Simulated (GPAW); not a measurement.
# BiTe (Fm-3m) in GPAW: single point with PBE

Aim: the single point of BiTe with PBE.

All numbers are computed with GPAW 26.7.0; they aren't measurements. Logs are shortened: lines on timing, memory, paths and dates and some standing lists are left out, and cuts for length are marked. The log counts tension as positive stress, the text compression.

### Step 1. The structure

The structure is cubic, space group Fm-3m (No. 225). Conventional cell: a = 6.470 Å, b = 6.470 Å, c = 6.470 Å, α = 90.00°, β = 90.00°, γ = 90.00°. Bi (site symmetry m-3m) is surrounded by 6 Te at 3.23 Å. Te (site symmetry m-3m) has 6 Bi at 3.23 Å as nearest neighbours.

### Step 2. Single point, PBE

The input, run.py:

```python
from ase import Atoms
from ase.dft.bandgap import bandgap
from ase.io import write
from ase.units import GPa
from gpaw import GPAW, PW

atoms = Atoms(['Bi', 'Te'],
              cell=[[0.0, 3.235, 3.235],
                    [3.235, 0.0, 3.235],
                    [3.235, 3.235, 0.0]],
              scaled_positions=[[0.0, 0.0, 0.0],
                                [0.5, 0.5, 0.5]],
              pbc=True)

calc = GPAW(mode=PW(450),
            xc='PBE',
            kpts={'size': (6, 6, 6), 'gamma': True},
            occupations={'name': 'fermi-dirac', 'width': 0.01},
            nbands=20,
            convergence={'density': 1e-05, 'energy': 1e-05},
            maxiter=150,
            txt='gpaw.txt')
atoms.calc = calc
energy = atoms.get_potential_energy()
forces = atoms.get_forces()
stress = atoms.get_stress()
calc.write('gs.gpw')
write('result.traj', atoms)
print(f'Energy: {energy:.6f} eV')
print('Forces (eV/A):')
print(forces.round(4))
print('Stress (GPa):', (stress / GPa).round(3))
print('Fermi level:', round(calc.get_fermi_level(), 4), 'eV')
print(f'Gap: {bandgap(calc)[0]:.4f} eV, direct: {bandgap(calc, direct=True)[0]:.4f} eV')
```

Potentials or basis: GPAW PAW data sets (gpaw-data 1.2.1), pw.

The run is started by

```console
> OMP_NUM_THREADS=1 python run.py
```

gpaw.txt:

```text
__  _  _
 | _ |_)|_||  |
 |__||  | ||/\| - 26.7.0

Input parameters:
  mode=PW(ecut=450.00000000000006),
  convergence={'density': 1e-05, 'energy': 1e-05},
  kpts=MonkhorstPack(size=(6, 6, 6), gamma=True),
  maxiter=150,
  nbands=20,
  occupations=Occupations(name='fermi-dirac', width=0.01),
  xc=XC(name='PBE')

Diagonalizing LCAO Hamiltonian
Converting LCAO to pw mode

                 Te

       Bi

Atoms  # Å, Bohr magnetons
|   | symbol |        x |        y |        z |    initial magnetic moments |
|---|--------|----------|----------|----------|-----------------------------|
| 0 |     Bi | 0.000000 | 0.000000 | 0.000000 | ( 0.0000,  0.0000,  0.0000) |
| 1 |     Te | 3.235000 | 3.235000 | 3.235000 | ( 0.0000,  0.0000,  0.0000) |

Unit cell  # Å
| periodic |        x |        y |        z |  lengths |    angles |
|----------|----------|----------|----------|----------|-----------|
|      yes | 0.000000 | 3.235000 | 3.235000 | 4.574981 | 60.000000 |
|      yes | 3.235000 | 0.000000 | 3.235000 | 4.574981 | 60.000000 |
|      yes | 3.235000 | 3.235000 | 0.000000 | 4.574981 | 60.000000 |

Number of symmetries: 48
Symmetry operations  # r_c * U_cc + t_c -> r_c
|    | kind |            matrix            |
|----|------|------------------------------|
|  0 |  σ   |  1, 0, 0,  1, 0,-1,  1,-1, 0 |
|  1 |  C2  |  1, 0, 0,  1,-1, 0,  1, 0,-1 |
|  2 |  E   |  1, 0, 0,  0, 1, 0,  0, 0, 1 |
|  3 |  σ   |  1, 0, 0,  0, 0, 1,  0, 1, 0 |
|  4 |  C4  |  1, 0,-1,  1, 0, 0,  1,-1, 0 |
|  5 |  S6  |  1, 0,-1,  1,-1, 0,  1, 0, 0 |
|  6 |  σ   |  1, 0,-1,  0, 1,-1,  0, 0,-1 |
|  7 |  C3  |  1, 0,-1,  0, 0,-1,  0, 1,-1 |
|  8 |  S6  |  1,-1, 0,  1, 0, 0,  1, 0,-1 |
|  9 |  C4  |  1,-1, 0,  1, 0,-1,  1, 0, 0 |
| 10 |  C3  |  1,-1, 0,  0,-1, 1,  0,-1, 0 |
| 11 |  σ   |  1,-1, 0,  0,-1, 0,  0,-1, 1 |
| 12 |  σ   |  0, 1, 0,  1, 0, 0,  0, 0, 1 |
| 13 |  C4  |  0, 1, 0,  0, 1,-1, -1, 1, 0 |
| 14 |  C3  |  0, 1, 0,  0, 0, 1,  1, 0, 0 |
| 15 |  S6  |  0, 1, 0, -1, 1, 0,  0, 1,-1 |
| 16 |  C2  |  0, 1,-1,  1, 0,-1,  0, 0,-1 |
| 17 |  σ   |  0, 1,-1,  0, 1, 0, -1, 1, 0 |
| 18 |  S4  |  0, 1,-1,  0, 0,-1,  1, 0,-1 |
| 19 |  C4  |  0, 1,-1, -1, 1, 0,  0, 1, 0 |
| 20 |  C3  |  0, 0, 1,  1, 0, 0,  0, 1, 0 |
| 21 |  σ   |  0, 0, 1,  0, 1, 0,  1, 0, 0 |
| 22 |  S6  |  0, 0, 1,  0,-1, 1, -1, 0, 1 |
| 23 |  C4  |  0, 0, 1, -1, 0, 1,  0,-1, 1 |
| 24 |  S4  |  0, 0,-1,  1, 0,-1,  0, 1,-1 |
| 25 |  C3  |  0, 0,-1,  0, 1,-1,  1, 0,-1 |
| 26 |  C2  |  0, 0,-1,  0,-1, 0, -1, 0, 0 |
| 27 |  S6  |  0, 0,-1, -1, 0, 0,  0,-1, 0 |
| 28 |  S4  |  0,-1, 1,  1,-1, 0,  0,-1, 0 |
| 29 |  C4  |  0,-1, 1,  0, 0, 1, -1, 0, 1 |
| 30 |  C2  |  0,-1, 1,  0,-1, 0,  1,-1, 0 |
| 31 |  σ   |  0,-1, 1, -1, 0, 1,  0, 0, 1 |
| 32 |  C3  |  0,-1, 0,  1,-1, 0,  0,-1, 1 |
| 33 |  S6  |  0,-1, 0,  0, 0,-1, -1, 0, 0 |
| 34 |  S4  |  0,-1, 0,  0,-1, 1,  1,-1, 0 |
| 35 |  C2  |  0,-1, 0, -1, 0, 0,  0, 0,-1 |
| 36 |  C2  | -1, 1, 0,  0, 1, 0,  0, 1,-1 |
| 37 |  S6  | -1, 1, 0,  0, 1,-1,  0, 1, 0 |
| 38 |  S4  | -1, 1, 0, -1, 0, 1, -1, 0, 0 |
| 39 |  C3  | -1, 1, 0, -1, 0, 0, -1, 0, 1 |
| 40 |  S6  | -1, 0, 1,  0, 0, 1,  0,-1, 1 |
| 41 |  C2  | -1, 0, 1,  0,-1, 1,  0, 0, 1 |
| 42 |  C3  | -1, 0, 1, -1, 1, 0, -1, 0, 0 |
| 43 |  S4  | -1, 0, 1, -1, 0, 0, -1, 1, 0 |
| 44 |  C2  | -1, 0, 0,  0, 0,-1,  0,-1, 0 |
| 45 |  i   | -1, 0, 0,  0,-1, 0,  0, 0,-1 |
| 46 |  σ   | -1, 0, 0, -1, 1, 0, -1, 0, 1 |
| 47 |  C2  | -1, 0, 0, -1, 0, 1, -1, 1, 0 |

BZ-sampling:
  Number of BZ points: 216
  Number of IBZ points: 16

  Monkhorst-Pack size: [6, 6, 6]
  Monkhorst-Pack shift: [0.08333333333333333, 0.08333333333333333, 0.08333333333333333]

K-points  # in reciprocal-cell coordinates
|     |                                coordinates |     weight |
|-----|--------------------------------------------|------------|
|   0 | (  0.00000000,   0.00000000,   0.00000000) | 0.00462963 |
|   1 | (  0.16666667,   0.16666667,   0.00000000) | 0.02777778 |
|   2 | (  0.16666667,   0.16666667,   0.16666667) | 0.03703704 |
|   3 | (  0.33333333,   0.16666667,   0.16666667) | 0.05555556 |
|   4 | (  0.33333333,   0.33333333,  -0.33333333) | 0.05555556 |
|   5 | (  0.33333333,   0.33333333,   0.00000000) | 0.02777778 |
|   6 | (  0.33333333,   0.33333333,   0.16666667) | 0.11111111 |
|   7 | (  0.33333333,   0.33333333,   0.33333333) | 0.03703704 |
|   8 | (  0.50000000,   0.33333333,  -0.33333333) | 0.11111111 |
|   9 | (  0.50000000,   0.33333333,  -0.16666667) | 0.05555556 |
| ... |                                            |            |
|  15 | (  0.50000000,   0.50000000,   0.50000000) | 0.01851852 |

Plane wave coefficients: 1484
Cutoff: 450.00000000000006 eV

Spin-components: 1 (collinear spins)
Bands:           20
Projectors:      11
Spin-degeneracy: 2
Datatype:        complex128

Density:
  Valence electrons: 21.0
  Components: 1
  Grid points: [24 24 24]
  Charge: 0.0  # |e|

Potential:
  Grid points: [24 24 24]

species:
  Bi:
    name:    Bismuth
    Z:       83.0
    valence: 15
    core:    68
    charge:  0.0  # [|e|]
    compensation charges:
      type: gauss
      rc: 0.38  # [Å]
      lmax: 2
    cutoffs:
      filter: 2.23  # [Å]
      core: 2.33  # [Å]
    projectors
    | kind |    occ | energy [eV] | rcut [Å] |
    |------|--------|-------------|----------|
    |   6s |  2.000 |     -14.385 |    1.286 |
    |   6p |  3.000 |      -4.580 |    1.275 |
    |   5d | 10.000 |     -27.119 |    1.349 |
    |    s |        |      12.827 |    1.286 |
    |    p |        |      22.631 |    1.275 |
    |    d |        |       0.093 |    1.349 |

    Using partial waves for Bi as LCAO basis

  Te:
    name:    Tellurium
    Z:       52.0
    valence: 6
    core:    46
    charge:  0.0  # [|e|]
    compensation charges:
      type: gauss
      rc: 0.36  # [Å]
      lmax: 2
    cutoffs:
      filter: 2.09  # [Å]
      core: 3.17  # [Å]
    projectors
    | kind |    occ | energy [eV] | rcut [Å] |
    |------|--------|-------------|----------|
    |   5s |  2.000 |     -15.089 |    1.180 |
    |   5p |  4.000 |      -5.955 |    1.196 |
    |    s |        |      12.123 |    1.180 |
    |    p |        |      21.256 |    1.196 |
    |    d |        |       0.000 |    1.238 |

    Using partial waves for Te as LCAO basis

Reference energy: -769639.066386  # eV

eigensolver:
  PPCG
  Converge bands: occupied
  niter=2

density mixing:
  MSR1-Mixer
  Pratt-step length: 0.05
  Maximum mixing coefficient: 0.75
  Old densities: 10
  SVD Regularization: 0.005
  Good broyden scale: 1.0
  Trust region scale: 1.0
  Backstep threshold: 4.0
  History deletion threshold: 6.0
  Fourier metric: weight=20.0, sigma=0.015

occupation numbers:
  Fermi-Dirac:
    width: 0.0100  # eV

poisson solver:
  ecut: 3600.0000000000005  # eV

xc functional:
[... 9 lines left out ...]
|iter     | |      energy | eigst |  dens |
|---------|-|-------------|-------|-------|
|iter:   1| |   -7.999838 | -0.44 |       |
|iter:   2| |   -7.999065 | -2.57 | -1.57 |
|iter:   3| |   -7.990607 | -3.15 | -1.60 |
|iter:   4| |   -7.993486 | -3.55 | -2.03 |
|iter:   5| |   -7.993976 | -4.17 | -2.40 |
|iter:   6| |   -7.994010 | -5.29 | -3.09 |
|iter:   7| |   -7.994012c| -6.42 | -3.88 |
|iter:   8| |   -7.994013c| -7.25 | -4.56 |
|iter:   9| |   -7.994013c| -8.02c| -5.16c|

Converged in 9 steps
Energy contributions relative to reference atoms: (reference = -769639.066386)

Energy contributions:
  Kinetic:          22.727124
  Coulomb:         -21.713799
  Zero:             -1.347618
  External:          0.000000
  Xc:               -7.659088
  Entropy:          -0.001263
  Spinorbit:         0.000000
  ----------------------------
  Free energy:      -7.994644
  Extrapolated:     -7.994013

dipole moment: (-25.202331, -25.202331, -25.202331)  # |e|*Ang

Fermi level: 6.278
Eigenvalues  # (at kpt = [0.000, 0.000, 0.000])
| band index |      eig [eV] | occ [0-2] |
|------------|---------------|-----------|
|          0 |       -16.927 |     2.000 |
|        ... |               |           |
|          2 |       -16.921 |     2.000 |
|          3 |       -16.921 |     2.000 |
|          4 |       -16.921 |     2.000 |
|          5 |        -7.050 |     2.000 |
|          6 |        -1.604 |     2.000 |
|          7 |         3.859 |     2.000 |
[... 8 lines left out ...]
|         16 |        12.575 |     0.000 |
|         17 |        12.985 |     0.000 |
|        ... |               |           |
|         19 |        13.102 |     0.000 |

No gap
No difference between direct/indirect transitions

Forces  # eV/Ang
|        x |       y |       z |
|----------|---------|---------|
|  0.00000 | 0.00000 | 0.00000 |  # Bi   0
| -0.00000 | 0.00000 | 0.00000 |  # Te   1

Stress tensor  # eV/Ang^3
|         x |         y |         z |
|-----------|-----------|-----------|
| -0.003570 | -0.000000 | -0.000000 |
| -0.000000 | -0.003570 |  0.000000 |
| -0.000000 |  0.000000 | -0.003570 |

# Writing to gs.gpw (mode='')
```

Run time: 6.4 s. Hardware: 1 thread of Intel Xeon 6975P-C (Granite Rapids), shared host; peak memory 0.15 GiB.

What came out:

- Free energy: -7.9946 eV
- Pressure: 0.6 GPa
- Band gap on the k mesh: none (metal or under the smearing width)

Levels at points of the mesh, in eV from the Fermi level:
```
           k point  band 8  band 9  band 10  band 11  band 12  band 13
(0.00, 0.00, 0.00)   -2.42   -2.42    -2.42     2.28     2.28     2.28
(0.50, 0.50, 0.00)   -5.53   -3.89    -3.89     2.38     3.72     3.72
(0.50, 0.50, 0.50)   -1.79   -1.79    -1.43    -0.69    -0.50    -0.50
```

Caveat: the cutoff is short for stress and forces, so pressures can be off by a GPa or more; spin-orbit coupling is left out, which moves the levels of the heavy elements.
